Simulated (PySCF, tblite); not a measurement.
# CH₃GeO radical: geometry, infrared bands and EPR parameters

What infrared bands and EPR parameters should CH₃GeO radical (`O=[CH][GeH2]`) show?

The runs use tblite 0.8.0 and PySCF 2.14.0, with density-fitted response routines of our own; the level of theory stands in each step. All values are computed, except where a source is named. Atoms count from 0, in the outputs and in this text.

## 1. Starting geometry

6 atoms, charge 0, multiplicity 2; geometry from: force field or distance geometry start.

Bonds of the start (Å): O0–C1 1.23, C1–Ge2 1.91, C1–H3 1.07, Ge2–H4 1.57, Ge2–H5 1.57.

## 2. Geometry optimisation with GFN2-xTB

The job: settings as JSON, then the geometry in Å.

```
{"job": {"kind": "relax", "xc": "GFN2-xTB", "basis": "xTB"}, "charge": 0, "multiplicity": 2}
O      1.412500     0.949000     0.527100
C      0.977600    -0.038900    -0.053600
Ge    -0.884200    -0.133000    -0.449800
H      1.600600    -0.864100    -0.338500
H     -1.521700     1.276100    -0.184400
H     -1.581700    -1.187200     0.477500
```

Run with:

```console
$ OMP_NUM_THREADS=1 python probes_run.py task.json out
```

One launch serves the whole session: the jobs run in the order shown.

Log:

```text
step      E/eV     max force
  0    -260.20951    2.316
  1    -260.27159    2.171
  2    -260.33362    0.794
  3    -260.36540    0.484
  4    -260.37947    0.454
  5    -260.39568    0.348
  6    -260.40607    0.328
  7    -260.41516    0.252
  8    -260.42252    0.274
  9    -260.42847    0.221
 10    -260.43217    0.126
 11    -260.43354    0.093
 12    -260.43430    0.084
 13    -260.43544    0.101
 14    -260.43729    0.152
 15    -260.43946    0.184
 16    -260.44120    0.165
 17    -260.44258    0.128
 18    -260.44435    0.179
 19    -260.44661    0.166
 20    -260.44826    0.125
 21    -260.44892    0.069
 22    -260.44919    0.056
 23    -260.44957    0.084
 24    -260.45040    0.125
 25    -260.45195    0.158
 26    -260.45398    0.156
 27    -260.45579    0.128
 28    -260.45717    0.103
 29    -260.45821    0.122
 30    -260.45979    0.136
 31    -260.46150    0.280
 32    -260.46250    0.182
 33    -260.46360    0.168
 34    -260.46401    0.047
 35    -260.46416    0.030
 36    -260.46423    0.035
 37    -260.46427    0.038
 38    -260.46432    0.036
 39    -260.46438    0.020
 40    -260.46443    0.017
 41    -260.46445    0.019
 42    -260.46447    0.023
 43    -260.46450    0.022
 44    -260.46455    0.020
 45    -260.46462    0.024
 46    -260.46468    0.019
 47    -260.46471    0.012
 48    -260.46472    0.005
```

Step by step: (not every step is listed)

| step | energy from step 0 (eV) | largest force (eV/Å) |
| --- | --- | --- |
| 0 | 0.0000 | 2.3158 |
| 1 | -0.0621 | 2.1705 |
| 2 | -0.1241 | 0.7935 |
| 3 | -0.1559 | 0.4844 |
| 4 | -0.1700 | 0.4536 |
| 5 | -0.1862 | 0.3480 |
| 6 | -0.1966 | 0.3282 |
| 7 | -0.2056 | 0.2516 |
| 8 | -0.2130 | 0.2738 |
| 11 | -0.2240 | 0.0929 |
| 14 | -0.2278 | 0.1520 |
| 17 | -0.2331 | 0.1284 |
| 20 | -0.2387 | 0.1253 |
| 23 | -0.2401 | 0.0845 |
| 26 | -0.2445 | 0.1558 |
| 29 | -0.2487 | 0.1215 |
| 32 | -0.2530 | 0.1818 |
| 35 | -0.2546 | 0.0302 |
| 38 | -0.2548 | 0.0361 |
| 41 | -0.2549 | 0.0193 |
| 43 | -0.2550 | 0.0221 |
| 44 | -0.2550 | 0.0205 |
| 45 | -0.2551 | 0.0244 |
| 46 | -0.2552 | 0.0193 |
| 47 | -0.2552 | 0.0122 |
| 48 | -0.2552 | 0.0051 |

Distances of close pairs at the start and the end, largest changes first:

| bond | before (Å) | after (Å) | change (Å) |
| --- | --- | --- | --- |
| C1–Ge2 | 1.906 | 2.015 | +0.109 |
| C1–H3 | 1.072 | 1.105 | +0.033 |
| O0–C1 | 1.226 | 1.194 | -0.031 |
| Ge2–H4 | 1.569 | 1.546 | -0.023 |
| Ge2–H5 | 1.568 | 1.555 | -0.012 |

The final coordinates are the input of the step that follows.

## 3. Vibrational analysis with GFN2-xTB

The job: settings as JSON, then the geometry in Å.

```
{"job": {"kind": "ir", "xc": "GFN2-xTB", "basis": "xTB"}, "charge": 0, "multiplicity": 2}
O      1.557221     1.034325     0.201781
C      0.987148     0.011971    -0.035033
Ge    -0.947051    -0.037141    -0.597267
H      1.495874    -0.968093     0.009180
H     -1.587130     1.166139     0.133472
H     -1.502941    -1.205211     0.266291
```

Log:

```text
mode    cm-1     km/mol
  1     131.6      8.48
  2     256.4      5.24
  3     411.3     25.91
  4     419.7     16.47
  5     565.4     56.10
  6     765.2    127.67
  7     839.1    274.12
  8    1237.9     80.57
  9    1632.5    517.47
 10    1741.0    389.19
 11    1771.3    852.39
 12    2712.8     87.97
```

Which atoms move in the most intense modes:

| cm⁻¹ | km/mol | atoms |
| --- | --- | --- |
| 565 | 56.1 | C1 40 %, H4 35 %, H5 11 % |
| 765 | 127.7 | H3 39 %, C1 27 %, H5 15 %, H4 14 % |
| 839 | 274.1 | H5 44 %, H4 37 % |
| 1238 | 80.6 | H3 83 %, C1 11 % |
| 1632 | 517.5 | H5 62 %, H4 36 % |
| 1741 | 389.2 | C1 48 %, O0 38 % |
| 1771 | 852.4 | H4 59 %, H5 28 % |
| 2713 | 88.0 | H3 94 % |

## 4. g tensor and hyperfine couplings: B3LYP/def2-TZVP-core+pcH-1

Same as in step 3 but for these lines:

```diff
@@ -1,2 +1,2 @@
-{"job": {"kind": "ir", "xc": "GFN2-xTB", "basis": "xTB"}, "charge": 0, "multiplicity": 2}
+{"job": {"kind": "epr", "basis": "pcH-1"}, "charge": 0, "multiplicity": 2}
 O      1.557221     1.034325     0.201781
```

Method: UKS B3LYP, def2-TZVP-core on Ge, pcH-1 on C H O, non-relativistic, mean-field spin-orbit, GIAO.

Log:

```text
UKS, coarse grid
  cycle   1  E = -2191.95223891  |g| = 1.42e+00
  cycle   2  E = -2190.67587799  |g| = 1.87e+00
  cycle   3  E = -2191.74248501  |g| = 9.64e-01
  cycle   4  E = -2192.12457186  |g| = 1.63e-01
  cycle   5  E = -2192.12873363  |g| = 8.95e-02
  cycle   6  E = -2192.13170213  |g| = 2.29e-02
  cycle   7  E = -2192.13205315  |g| = 1.04e-02
  cycle   8  E = -2192.13211661  |g| = 2.48e-03
  cycle   9  E = -2192.13212520  |g| = 9.73e-04
UKS, final grid
  cycle   1  E = -2192.13213175  |g| = 1.29e-03
  cycle   2  E = -2192.13212885  |g| = 3.08e-03
  cycle   3  E = -2192.13213269  |g| = 2.95e-04
  cycle   4  E = -2192.13213274  |g| = 1.22e-04
  cycle   5  E = -2192.13213278  |g| = 8.01e-05
  cycle   6  E = -2192.13213279  |g| = 1.98e-05
E = -2192.13213279 Eh   <S^2> = 0.7613 (exact 0.7500)
g shifts (ppm)      1          2          3
  rmc          -175       -175       -175
  gc             14         14         13
  oz_so          84       5319      20084
  total         -73       5159      19927
hyperfine (MHz)  atom isotope    a_iso     a_fc   dipolar eigenvalues
    0   17O     -11.78     -13.12    -70.48     27.15     43.33
    1   13C      45.33      45.76    -16.40     -6.97     23.38
    2  73Ge    -157.01    -159.19    -59.54     28.66     30.88
    3    1H      83.66      83.77     -4.88     -0.42      5.30
    4    1H      57.67      57.48     -6.90      0.23      6.67
    5    1H      33.05      32.84     -7.36      1.18      6.18
```

Wall time 64 s (1 thread, shared host).

Principal g values 2.00225, 2.00748, 2.02225; g(iso) = 2.01066, against 2.00232 for a free electron.

Hyperfine couplings; where a row names several nuclei, a(iso) is their mean (it holds for fast rotation or exchange) and the dipolar term the largest among them:

| nuclei | isotope | a(iso) (MHz) | a(iso) (G, at g = 2.0023) | largest dipolar term (MHz) |
| --- | --- | --- | --- | --- |
| Ge2 | 73Ge | -157.0 | -56.0 | -59.5 |
| H3 | 1H | 83.7 | 29.9 | 5.3 |
| H4, H5 | 1H | 45.4 | 16.2 | -7.4 |
| C1 | 13C | 45.3 | 16.2 | 23.4 |
| O0 | 17O | -11.8 | -4.2 | -70.5 |

Mulliken spin populations:

| atom | value (e) |
| --- | --- |
| O0 | 0.15 |
| C1 | 0.05 |
| Ge2 | 0.72 |
| H3 | 0.04 |
| H4 | 0.03 |
| H5 | 0.01 |

In first order the couplings over 0.8 MHz of 1H give 6 distinct lines over 62.2 G, if the averaged nuclei exchange fast.

Orbitals, density, ELF and potential are computed afterwards from the orbital file.

ELF in a plane through or near 5 of the atoms.

Ten even steps from ' ' (0.00) to '@' (1.00):
```
                                                        
                                                        
                                                        
                              ..--++****++--..          
            --++####==        --%%@@@@@@@@@@##..        
          ++%%@@@@@@@@==      ++@@@@@@@@@@@@@@==..      
          ##@@@@@@@@@@##..  ..++@@@@@@@@@@@@@@++..      
          **@@@@@@@@@@%%==....==%%@@@@@@@@@@%%--..      
            --##@@@@%%##****--::--==##%%%%##++..        
              ::++==....**%%==........----::..          
          ::::==++++....**%%==......::----::..          
      ..--##%%%%####%%**++++--::--==##%%%%##++..        
      ..==%%%%##**==##**::  ..==%%@@@@@@@@@@@@==..      
        ::**%%%%%%%%%%##--    ++@@@@@@@@@@@@@@**..      
        ..==**%%%%%%%%##--    ==@@@@@@@@@@@@@@++..      
          ..::==++**++==..    --%%@@@@@@@@@@##..        
                ......        ..==**####**==..          
                                                        
                                                        
                                                        
```
The map spans 8.4 Å across and 7.6 Å up, centred on the molecule. Atoms in the plane (x, y in Å): O0 (-1.6, -1.0), C1 (-1.0, 0.0), H3 (-1.5, 1.0), H4 (1.6, -1.2), H5 (1.5, 1.2).

log10 of the density (e/Å³) in the same plane.

Ten even steps from '0' (-4.0) to '9' (2.1):
```
0000000000000000000000000000
0000000000000000111110000000
0000000000000011122211100000
0000011122211122233322211000
0000122333332233344443321100
0001233444443334455554322100
0001234455544444556654432110
0011234566655445566655432110
0011234566666555666655432110
0012344566876656666554432110
0012345666776656666554432110
0013456777766555566655432110
0023456798765445566665432110
0012356677655444556655432110
0012345566554334455554322100
0001234444443333344443321100
0000122333322222233322211000
0000001111110011122211100000
0000000000000000111111000000
0000000000000000000000000000
```
The map spans 8.4 Å across and 7.6 Å up, centred on the molecule. Atoms in the plane (x, y in Å): O0 (-1.6, -1.0), C1 (-1.0, 0.0), H3 (-1.5, 1.0), H4 (1.6, -1.2), H5 (1.5, 1.2).

On the surface of density 0.002 e/bohr³ the electrostatic potential runs, from the 1st to the 99th percentile, from -1.20 V near O0 to 1.40 V near H3.

The spin density lies nearest to Ge2 54 %; O0 16 %; C1 11 %; H4, H5 about 7 % each.

## 5. Outcome

```
                                 quantity                    value
strongest single infrared mode (GFN2-xTB)    1771 cm⁻¹, 852 km/mol
             zero-point energy (GFN2-xTB)            17.8 kcal/mol
                           g(iso) (B3LYP)                  2.01066
                                     ⟨S²⟩       0.761 (exact 0.75)
       largest a(iso) (averaged by class)  73Ge on Ge2, -157.0 MHz
    surface potential, 1st and 99th percentile       -1.20 V and 1.40 V
```

**Reading.** Relaxing lowered the energy by 0.255 eV in 48 steps; the close pair that moved most is C1–Ge2, from 1.906 to 2.015 Å. No mode is imaginary among the 12: a minimum at this level. The strongest single mode, at 1771 cm⁻¹, moves mainly H4. Unscaled tight-binding wavenumbers are off by several per cent, some by more. Its intensities can rank the bands wrongly. Most of the unpaired spin sits on Ge2 (0.72 e). The isotropic g lies 8.3 ppt above the free-electron value. The hyperfine terms hold no scalar relativity, which the heavier nuclei need.
